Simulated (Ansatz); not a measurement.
# Si3Ge2H10: one species, many methods

One table from this session's results is given with a row withheld; the runs are named, their logs left out.

Computed with Ansatz 0.2.0, Gaussian basis. Level: functionals in def2-TZVPP, the program's frozen cores in correlated methods.

Levels to be run: LDA (SPW92), PBE-D4, revPBE-D4, BLYP-D4, r2SCAN-D4, B97M-V, PBE0-D4, B3LYP-D4, r2SCANh-D4, r2SCAN0-D4, HSE06-D4, BHLYP-D4, CAM-B3LYP-D4, LC-ωPBE, ωB97X-V, ωB97M-V, B2PLYP, PBE-QIDH; CCSD(T)/def2-SVP; CCSD(T)/def2-TZVPP; MP2/def2-QZVPP; extrapolation to the limit; RPA on PBE.

## The relaxed structure

The geometry comes from an earlier relaxation with PBE0-D4 in a triple-zeta def2 set; it is a stationary point, not always the lowest conformer.

SMILES `[SiH2]1[SiH2][GeH2][GeH2][SiH2]1`, 15 atoms, charge 0, spin multiplicity 1.

Atoms are counted from 1 here; the program's logs count them from 0.

Bond lengths: Si1–Si2 2.341 Å, Si1–Si5 2.341 Å, Si1–H6 1.491 Å, Si1–H7 1.489 Å, Si2–Ge3 2.390 Å, Si2–H8 1.488 Å, Si2–H9 1.490 Å, Ge3–Ge4 2.443 Å, Ge3–H10 1.539 Å, Ge3–H11 1.540 Å, Ge4–Si5 2.390 Å, Ge4–H12 1.539 Å, Ge4–H13 1.540 Å, Si5–H14 1.488 Å, Si5–H15 1.490 Å. Angles: Si2–Si1–Si5 102.8°, Si2–Si1–H6 108.8°, Si2–Si1–H7 113.7°, Si5–Si1–H6 108.8°, Si5–Si1–H7 113.6°, H6–Si1–H7 108.8°, Si1–Si2–Ge3 103.5°, Si1–Si2–H8 113.8°, Si1–Si2–H9 109.0°, Ge3–Si2–H8 112.9°, Ge3–Si2–H9 108.8°, H8–Si2–H9 108.7°, Si2–Ge3–Ge4 104.7°, Si2–Ge3–H10 112.3°, Si2–Ge3–H11 110.3°, Ge4–Ge3–H10 111.8°, Ge4–Ge3–H11 109.6°, H10–Ge3–H11 108.2° and more.

Set-up of the first run:

Contents of in.yaml:

```yaml
crystal:
  periodic: [false, false, false]
  atoms:
    - {symbol: Si, position_ang: [-1.002263, 1.554613, 0.650618]}
    - {symbol: Si, position_ang: [-0.080888, -0.142243, 1.973739]}
    - {symbol: Ge, position_ang: [1.564417, -1.128149, 0.548668]}
    - {symbol: Ge, position_ang: [0.739894, -0.729099, -1.715900]}
    - {symbol: Si, position_ang: [-1.289611, 0.498619, -1.418759]}
    - {symbol: H, position_ang: [0.003282, 2.645119, 0.499400]}
    - {symbol: H, position_ang: [-2.257075, 2.132020, 1.205580]}
    - {symbol: H, position_ang: [0.485261, 0.342322, 3.261884]}
    - {symbol: H, position_ang: [-1.134048, -1.155178, 2.264985]}
    - {symbol: H, position_ang: [1.755821, -2.628924, 0.829775]}
    - {symbol: H, position_ang: [2.922552, -0.426435, 0.733695]}
    - {symbol: H, position_ang: [0.510879, -2.047343, -2.476190]}
    - {symbol: H, position_ang: [1.766460, 0.107392, -2.501550]}
    - {symbol: H, position_ang: [-1.561827, 1.440687, -2.538209]}
    - {symbol: H, position_ang: [-2.422854, -0.463410, -1.317725]}
basis:
  gaussian: {orbitals: def2-TZVPP}
hamiltonian: {xc: lda}
output: {orbitals: {seedname: orbitals}}
```

Among the steps run: LDA; PBE-D4 (GGA); revPBE-D4 (GGA); BLYP-D4 (GGA); r2SCAN-D4 (meta-GGA); B97M-V (meta-GGA); PBE0-D4 (hybrid); B3LYP-D4 (hybrid); r2SCANh-D4 (hybrid); r2SCAN0-D4 (hybrid); HSE06-D4 (hybrid); BHLYP-D4 (hybrid); CAM-B3LYP-D4 (range-separated); LC-ωPBE-D4 (range-separated; the results give it without D4); ωB97X-V (range-separated); ωB97M-V (range-separated); B2PLYP (double hybrid); PBE-QIDH (double hybrid).

One table of the session follows, with a row left open; its other results are not shown here.

It belongs to the step «Orbital energies across the functionals». 

```
  functional  HOMO (eV)  gap (eV)
 LDA (SPW92)          ?         ?
      PBE-D4      -6.63      4.99
   revPBE-D4      -6.58      5.02
     BLYP-D4      -6.44      5.00
   r2SCAN-D4      -6.88      5.38
      B97M-V      -6.98      5.30
     PBE0-D4      -7.61      6.73
    B3LYP-D4      -7.39      6.38
  r2SCANh-D4      -7.23      6.01
  r2SCAN0-D4      -7.77      6.95
    HSE06-D4      -7.23      5.97
    BHLYP-D4      -8.44      8.48
CAM-B3LYP-D4      -8.75      8.97
     LC-ωPBE     -10.02     11.23
     ωB97X-V      -9.72     10.81
     ωB97M-V      -9.53     10.39
```

Q: Estimate the row for LDA (SPW92) from the others.

The run gave: HOMO (eV): -6.74; gap (eV): 4.96. In the column «HOMO (eV)» it lies between r2SCAN-D4 (-6.88) and PBE-D4 (-6.63).
